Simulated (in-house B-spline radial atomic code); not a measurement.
# Rh⁷⁺: ionisation energy by several methods

Wanted: one ionisation energy, Rh⁷⁺ to configuration [Kr] 4d1, up the ladder of functionals.

Program: in-house B-spline radial atomic code version 1. Level of theory: scalar-relativistic (X2C), several functionals, spin-polarised; spherical all-electron atom at the radial basis limit. These are calculated values, not measurements, unless marked.

**1. Starting point**

- element: rhodium (Z = 45)
- charge: +7
- electrons: 38
- configuration: [Kr] 4d2
- nucleus: Fermi, rms radius 4.495 fm

Outer shells as boxes (Hund's rule):

[Kr] 4d2
```
[Kr] core
4d [↑ ][↑ ][  ][  ][  ]
```

Where spins are not typed, each open shell is filled with up spins first.

**2. PBE**

Settings of the run:

```ini
Z = 45
electrons = 38.0
configuration = [Kr] 4d2
hamiltonian = x2c
method = pbe,pbe
spin_polarised = True
nucleus = fermi
rms_radius = 4.4945
mass_number = 103
atomic_mass = 102.905494081
speed_of_light = 137.035999084
```

**3. PBEsol**

The settings differ from step 2 so:

```diff
@@ -4,3 +4,3 @@
 hamiltonian = x2c
-method = pbe,pbe
+method = pbesol
 spin_polarised = True
```

**4. AM05**

The settings differ from step 3 so:

```diff
@@ -4,3 +4,3 @@
 hamiltonian = x2c
-method = pbesol
+method = am05
 spin_polarised = True
```

**5. M06-L**

The settings differ from step 4 so:

```diff
@@ -4,3 +4,3 @@
 hamiltonian = x2c
-method = am05
+method = m06l
 spin_polarised = True
```

**6. exchange-only LDA**

The settings differ from step 5 so:

```diff
@@ -4,3 +4,3 @@
 hamiltonian = x2c
-method = m06l
+method = lda,
 spin_polarised = True
```

Q: The tabulated ionisation energy is 115.1 ± 2.1 eV (tabulated theoretical; NIST Atomic Spectra Database). What does each method give, and which comes nearest?

**Answer**, as computed:

| method | rung | total energy (hartree) | ΔSCF (eV) | −ε highest (eV) | ΔSCF less tabulated (eV) |
| --- | --- | --- | --- | --- | --- |
| exchange-only LDA | LDA | -4761.9138 | 114.75 | 105.59 (4d up) | -0.35 |
| PBE | GGA | -4770.5804 | 116.35 | 107.16 (4d up) | +1.25 |
| PBEsol | GGA | -4768.1263 | 116.31 | 107.11 (4d up) | +1.21 |
| AM05 | GGA | -4766.0359 | 116.30 | 107.09 (4d up) | +1.20 |
| M06-L | meta-GGA | -4770.9057 | 116.20 | 107.13 (4d up) | +1.10 |

What this shows: Against the tabulated ionisation energy, 115.1 ± 2.1 eV (tabulated theoretical; NIST Atomic Spectra Database), the best here is exchange-only LDA (-0.35 eV) and the worst PBE (+1.25 eV, or 1.1 %). The table's own uncertainty is as large as these misses, so the order means little. Relativistic terms that these runs lack can be as large as the gaps between close methods, so the nearest may be so by luck. Spin-orbit coupling is left out. Open shells are averaged (over orientations, and over spins where the run is restricted), while tables refer to the lowest levels. For the semilocal functionals minus the highest level recovers only 92 % of their own ΔSCF value, a mark of self-interaction.
